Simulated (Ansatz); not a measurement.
**MgRh: squeezing one contact**

One table from this session's results is given with a row withheld; the runs are named, their logs left out.

Method: DFT LDA, with the methods named in each step, in Ansatz 0.2.0.

### The structure to begin with

It takes space group Pm-3m (No. 221, cubic). Conventional cell: a = 3.099 Å, b = 3.099 Å, c = 3.099 Å, α = 90.00°, β = 90.00°, γ = 90.00°. Around Mg (site symmetry m-3m) lie 8 Rh at 2.68 Å. Around Rh (site symmetry m-3m) lie 8 Mg at 2.68 Å.

Coordinates:

```xyz
2
Lattice="3.0992 0.0000 0.0000 0.0000 3.0992 0.0000 0.0000 0.0000 3.0992" Properties=species:S:1:pos:R:3 pbc="T T T"
Mg    0.0000    0.0000    0.0000
Rh    1.5496    1.5496    1.5496
```

Atoms are numbered in the order of the input: Mg1, Rh2.

Set-up of the first run:

The input, input.yaml:

```yaml
crystal:
  lattice:
    - [3.0992, 0.0, 0.0]
    - [0.0, 3.0992, 0.0]
    - [0.0, 0.0, 3.0992]
  atoms:
    - { symbol: Mg, position: [0.0, 0.0, 0.0] }
    - { symbol: Rh, position: [0.5, 0.5, 0.5] }
kpoints:
  mp_grid: { grid: [10, 10, 10] }
scf:
  occupations: { method: fermi_dirac, width: 0.05 }
hamiltonian:
  xc: lda
  pseudopotentials: { kind: all_electron, lapw: { basis_error: 0.001 } }
output:
  forces: true
  stress: true
  eigenvalues: true
  populations: true
```

Run with:

```
$ ansatz run input.yaml --threads 1 --pin off --max-ram 2048MiB --backend cpu --events-out ev --progress --plain --runs-dir out
```

Among the steps run: The bond as given, LAPW; Shortest bond scaled by 1, norm-conserving; Shortest bond scaled by 1.1, LAPW; Shortest bond scaled by 0.94, LAPW; Shortest bond scaled by 0.82, LAPW; Shortest bond scaled by 0.82, norm-conserving; Shortest bond scaled by 0.76, LAPW; Shortest bond scaled by 0.76, crystal datasets.

One of the session's tables, all rows but one given; the rest of the session is left out.

| method | length (Å) | F from the given length (eV/cell) | force along the bond (eV/Å) | largest force (eV/Å) |
| --- | --- | --- | --- | --- |
| LAPW | 2.040 | 1.582 | 6.707 | 6.707 |
| LAPW | 2.201 | 0.757 | 3.793 | 3.793 |
| LAPW | 2.523 | 0.070 | 0.884 | 0.884 |
| LAPW | 2.684 | 0.000 | 0.000 | 0.000 |
| LAPW | 2.952 | 0.202 | -1.600 | 1.600 |
| PAW | 2.040 | ? | ? | ? |
| PAW | 2.201 | 0.755 | 3.784 | 3.784 |
| PAW | 2.523 | 0.069 | 0.882 | 0.882 |
| PAW | 2.684 | 0.000 | 0.000 | 0.000 |
| PAW | 2.952 | 0.201 | -1.597 | 1.597 |
| PAW (level accurate) | 2.040 | – | 6.706 | 6.706 |
| crystal datasets | 2.040 | – | 6.707 | 6.707 |
| norm-conserving | 2.201 | 0.763 | 3.827 | 3.827 |
| norm-conserving | 2.684 | 0.000 | 0.000 | 0.000 |

Estimate the missing values for PAW, 2.040.

**Answer.** F from the given length (eV/cell): 1.578; force along the bond (eV/Å): 6.682; largest force (eV/Å): 6.683.

Caveats from the session: Warnings in the runs' records: gradients without spin orbit, crystal datasets made.
